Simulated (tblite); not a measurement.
# C5H11NOSi2: the cost of one run

Computed with tblite 0.8.0 and PySCF 2.14.0, with density-fitted response routines of our own, on a single molecule, in the gas phase or a continuum. Atoms count from 0, in the outputs and in this text.

**1. Starting geometry**

20 atoms, charge 0, multiplicity 1; geometry from: force field or distance geometry start.

Bonds of the start (Å): C0–Si1 1.84, Si1–N2 1.80, N2–Si3 1.77, Si3–C4 1.82, C4–C5 1.37, C5–C6 1.40, C6–C7 1.37, C7–O8 1.34, O8–C4 1.32, C0–H9 1.13, C0–H10 1.11, C0–H11 1.11, Si1–H12 1.46, Si1–H13 1.46, N2–H14 1.06, Si3–H15 1.50, Si3–H16 1.49, C5–H17 1.09, C6–H18 1.08, C7–H19 1.10.

**2. Relaxing the molecule with GFN2-xTB**

The job: settings as JSON, then the geometry in Å.

```
{"job": {"kind": "relax", "xc": "GFN2-xTB", "basis": "xTB"}, "charge": 0, "multiplicity": 1}
C     -3.844400     0.989300    -0.402300
Si    -2.669500    -0.426400    -0.341700
N     -1.016000     0.017500    -0.886500
Si     0.129400    -0.900200     0.109600
C      1.855700    -0.349600    -0.107600
C      2.756900    -0.150100     0.903200
C      3.969500     0.277200     0.351600
C      3.727600     0.314300    -1.001000
O      2.470600    -0.067000    -1.240100
H     -4.921800     0.692400    -0.213100
H     -3.558400     1.756100     0.348100
H     -3.821700     1.401100    -1.435400
H     -3.261200    -1.512000    -1.116000
H     -2.528800    -0.837900     1.053100
H     -0.930500     1.066000    -0.750500
H     -0.317800    -0.775500     1.533200
H     -0.022700    -2.328100    -0.287400
H      2.628900    -0.284700     1.972500
H      4.888700     0.523600     0.863900
H      4.460300     0.604600    -1.766000
```

The run is started by

```bash
$ OMP_NUM_THREADS=1 python probes_run.py task.json out
```

The driver reads the jobs from task.json and runs them one after another.

Q: Estimate the wall time and peak memory of this first job on 1 thread of Arm Neoverse N1, shared host.

About 3.8 s, with a peak of 0.18 GiB.
